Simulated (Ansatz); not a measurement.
**C4H10OSi: a ladder of functionals and wavefunction methods**

One table from this session's results is given with a row withheld; the runs are named, their logs left out.

Computed with Ansatz 0.2.0, Gaussian basis. Level: functionals in def2-TZVPP, the program's frozen cores in correlated methods.

Levels to be run: LDA (SPW92), PBE-D4, revPBE-D4, BLYP-D4, r2SCAN-D4, B97M-V, PBE0-D4, B3LYP-D4, r2SCANh-D4, r2SCAN0-D4, HSE06-D4, BHLYP-D4, CAM-B3LYP-D4, LC-ωPBE, ωB97X-V, ωB97M-V, B2PLYP, PBE-QIDH; CCSD(T)/def2-SVP; MP2/def2-TZVPP; MP2/def2-QZVPP; RPA on PBE.

## Structure used throughout

The geometry comes from an earlier relaxation with PBE0-D4 in a triple-zeta def2 set; it is a stationary point, not always the lowest conformer.

16 atoms, charge 0, spin multiplicity 1.

Atoms are counted from 1 here; the program's logs count them from 0.

Bond lengths: C1–C2 1.520 Å, C1–H7 1.092 Å, C1–H8 1.092 Å, C1–H9 1.092 Å, C2–C3 1.518 Å, C2–C4 1.520 Å, C2–O5 1.442 Å, C3–H10 1.092 Å, C3–H11 1.092 Å, C3–H12 1.092 Å, C4–H13 1.092 Å, C4–H14 1.092 Å, C4–H15 1.092 Å, O5–Si6 1.636 Å, Si6–H16 1.552 Å. Angles: C2–C1–H7 110.4°, C2–C1–H8 110.5°, C2–C1–H9 110.3°, H7–C1–H8 108.2°, H7–C1–H9 108.3°, H8–C1–H9 108.9°, C1–C2–C3 110.9°, C1–C2–C4 111.1°, C1–C2–O5 109.0°, C3–C2–C4 110.9°, C3–C2–O5 105.7°, C4–C2–O5 109.0°, C2–C3–H10 110.3°, C2–C3–H11 110.6°, C2–C3–H12 110.3°, H10–C3–H11 108.6°, H10–C3–H12 108.3°, H11–C3–H12 108.6° and more.

Geometry (Å):

```csv
atom,x (Å),y (Å),z (Å)
C1,-0.1296,-0.9798,1.0187
C2,0.1835,0.1093,0.0064
C3,1.6699,0.1566,-0.2973
C4,-0.6252,-0.0777,-1.2664
O5,-0.1376,1.3916,0.5822
Si6,-1.5049,2.0859,1.1528
H7,0.1337,-1.9606,0.6171
H8,-1.1950,-0.9846,1.2593
H9,0.4405,-0.8199,1.9365
H10,1.8886,0.9666,-0.9956
H11,2.0020,-0.7847,-0.7408
H12,2.2385,0.3296,0.6183
H13,-0.4079,0.7244,-1.9752
H14,-0.3774,-1.0305,-1.7390
H15,-1.6947,-0.0749,-1.0447
H16,-2.5072,0.9261,0.9123
```

The first run:

in.yaml reads:

```yaml
crystal:
  periodic: [false, false, false]
  atoms:
    - {symbol: C, position_ang: [-0.129589, -0.979832, 1.018673]}
    - {symbol: C, position_ang: [0.183512, 0.109252, 0.006356]}
    - {symbol: C, position_ang: [1.669865, 0.156607, -0.297276]}
    - {symbol: C, position_ang: [-0.625203, -0.077697, -1.266421]}
    - {symbol: O, position_ang: [-0.137596, 1.391594, 0.582212]}
    - {symbol: Si, position_ang: [-1.504932, 2.085928, 1.152760]}
    - {symbol: H, position_ang: [0.133688, -1.960646, 0.617061]}
    - {symbol: H, position_ang: [-1.194972, -0.984596, 1.259265]}
    - {symbol: H, position_ang: [0.440454, -0.819852, 1.936487]}
    - {symbol: H, position_ang: [1.888599, 0.966635, -0.995573]}
    - {symbol: H, position_ang: [2.002043, -0.784689, -0.740833]}
    - {symbol: H, position_ang: [2.238549, 0.329630, 0.618296]}
    - {symbol: H, position_ang: [-0.407917, 0.724408, -1.975179]}
    - {symbol: H, position_ang: [-0.377386, -1.030502, -1.739023]}
    - {symbol: H, position_ang: [-1.694694, -0.074913, -1.044746]}
    - {symbol: H, position_ang: [-2.507224, 0.926074, 0.912341]}
basis:
  gaussian: {orbitals: def2-TZVPP}
hamiltonian: {xc: lda}
output: {orbitals: {seedname: orbitals}}
```

Command:

```sh
ansatz run in.yaml --threads 4 --pin off --events-out ev --progress --plain --max-ram 11315MiB
```

Steps of the session up to this table: LDA; PBE-D4 (GGA); revPBE-D4 (GGA); BLYP-D4 (GGA); r2SCAN-D4 (meta-GGA); B97M-V (meta-GGA); PBE0-D4 (hybrid); B3LYP-D4 (hybrid); r2SCANh-D4 (hybrid); r2SCAN0-D4 (hybrid); HSE06-D4 (hybrid); BHLYP-D4 (hybrid); CAM-B3LYP-D4 (range-separated); LC-ωPBE (range-separated); ωB97X-V (range-separated); ωB97M-V (range-separated); B2PLYP (double hybrid); PBE-QIDH (double hybrid).

One table of the session follows, with a row left open; its other results are not shown here.

It belongs to the step «Orbital energies across the functionals». 

| functional | HOMO (eV) | LUMO (eV) | gap (eV) |
| --- | --- | --- | --- |
| LDA (SPW92) | ? | ? | ? |
| PBE-D4 | -5.26 | -2.69 | 2.57 |
| revPBE-D4 | -5.22 | -2.61 | 2.61 |
| BLYP-D4 | -5.15 | -2.54 | 2.61 |
| r2SCAN-D4 | -5.45 | -2.57 | 2.88 |
| B97M-V | -5.57 | -2.58 | 2.99 |
| PBE0-D4 | -6.33 | -1.85 | 4.48 |
| B3LYP-D4 | -6.16 | -2.03 | 4.13 |
| r2SCANh-D4 | -5.85 | -2.25 | 3.59 |
| r2SCAN0-D4 | -6.45 | -1.78 | 4.66 |
| HSE06-D4 | -5.93 | -2.23 | 3.70 |
| BHLYP-D4 | -7.31 | -0.92 | 6.39 |
| CAM-B3LYP-D4 | -7.62 | -0.74 | 6.88 |
| LC-ωPBE | -8.89 | 0.37 | 9.27 |
| ωB97X-V | -8.60 | 0.26 | 8.85 |
| ωB97M-V | -8.43 | 0.12 | 8.55 |

**Question.** Estimate the row for LDA (SPW92).

The run gave: HOMO (eV): -5.33; LUMO (eV): -2.89; gap (eV): 2.44. In the column «HOMO (eV)» it lies between r2SCAN-D4 (-5.45) and PBE-D4 (-5.26).
